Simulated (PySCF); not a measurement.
# CH2GaNS (GaH2(NCS)) at TPSSh/aug-cc-pVDZ

Aim: the vertical ionisation energy of CH2GaNS (GaH2(NCS)) at TPSSh/aug-cc-pVDZ, from 2 runs. The job is set up through a Python script.

Program for the calculation: PySCF 2.14.0.

**1. Starting point**

The species is CH2GaNS (6 atoms), meant as a singlet with charge 0. As SMILES, `[H][Ga]([H])[N]=C=S`. Geometry: a GFN2-xTB relaxation, a rough one for these elements and not checked as a minimum.

Bond lengths: Ga1–N4 1.826 Å, N4–C5 1.202 Å, C5–S6 1.551 Å, Ga1–H2 1.545 Å, Ga1–H3 1.545 Å. Angles: Ga1–N4–C5 178.6°, N4–C5–S6 179.9°, H2–Ga1–N4 116.4°, H3–Ga1–N4 116.3°, H2–Ga1–H3 127.3°.

**2. A single-point energy at TPSSh/aug-cc-pVDZ**

mol.xyz

```xyz
6
CH2GaNS
Ga     0.670630     1.164170    -0.002760
H      2.211160     1.060940     0.047470
H     -0.181080     2.452850    -0.032100
N     -0.249060    -0.412950    -0.020030
C     -0.842440    -1.458460    -0.004760
S     -1.609210    -2.806540     0.012170
```

job.py

```python
# GaH2(NCS)
from pyscf import gto, dft

mol = gto.Mole()
mol.atom = 'mol.xyz'
mol.verbose = 3
mol.basis = 'aug-cc-pvdz'
mol.max_memory = 1860
mol.spin = 0
mol.build()

mf = dft.RKS(mol, xc='tpssh')
mf.conv_tol = 1e-10
mf.grids.level = 3
mf.kernel()
if not mf.converged:
    mf = mf.newton().run(mf.mo_coeff, mf.mo_occ)

e_tot = mf.e_tot
print('Final energy', e_tot)
```

Run with:

```sh
$ OMP_NUM_THREADS=1 python job.py
```

What it wrote:

```text
converged SCF energy = -2417.0994227571
Final energy -2417.0994227570955
```

Run time: 30 s. Hardware: 1 thread of Arm Neoverse V1, shared host; peak memory 0.75 GiB.

**3. The doublet cation, same level**

input.py

```python
from pyscf import gto, dft

molecule = gto.M(
    atom='''
Ga     1.267307     2.199962    -0.005216
H      4.178487     2.004886     0.089705
H     -0.342192     4.635215    -0.060660
N     -0.470655    -0.780362    -0.037851
C     -1.591981    -2.756090    -0.008995
S     -3.040966    -5.303592     0.022998
''',
    unit='bohr',
    verbose=3,
    charge=1,
    basis='aug-cc-pvdz',
    max_memory=1860,
    spin=1,
)

calc0 = dft.UKS(molecule)
calc0.xc = 'tpssh'
calc0.conv_tol = 1e-10
calc0.grids.level = 3
calc0.kernel()
if not calc0.converged:
    calc0 = calc0.newton().run(calc0.mo_coeff, calc0.mo_occ)

energy = calc0.e_tot
print(f'total energy: {energy:.8f} hartree')
```

Run with:

```sh
$ OMP_NUM_THREADS=1 python input.py
```

What it wrote:

```text
WARN: HOMO -0.286859289830453 >= LUMO -0.286859289830454

converged SCF energy = -2416.7628168139  <S^2> = 0.7667793  2S+1 = 2.0167095
total energy: -2416.76281681 hartree
```

Wall time 68 s (1 thread of Arm Neoverse V1, shared host); peak memory 0.77 GiB.

**4. Results**

Level: TPSSh/aug-cc-pVDZ.

| quantity | value |
| --- | --- |
| singlet CH2GaNS: total energy | -2417.09942 Eh |
| singlet CH2GaNS: dipole moment | 2.75 D |
| singlet CH2GaNS: HOMO energy | -6.61 eV |
| singlet CH2GaNS: LUMO energy | -2.52 eV |
| singlet CH2GaNS: HOMO–LUMO gap | 4.09 eV |
| doublet cation: total energy | -2416.76282 Eh |
| doublet cation: HOMO energy (highest over α and β) | -13.13 eV |
| doublet cation: LUMO energy (lowest over α and β) | -11.65 eV |
| doublet cation: ⟨S²⟩ | 0.767 |
| vertical ionisation energy (to the doublet cation) | 9.160 eV |

Removing an electron at fixed nuclei costs 9.16 eV (884 kJ/mol). The negative HOMO energy of the first species, 6.61 eV, lies 2.55 eV below that difference. Mulliken charges (singlet CH2GaNS) run from -0.36 on N4 to +0.48 on Ga1; in a basis this large or diffuse they mean little.
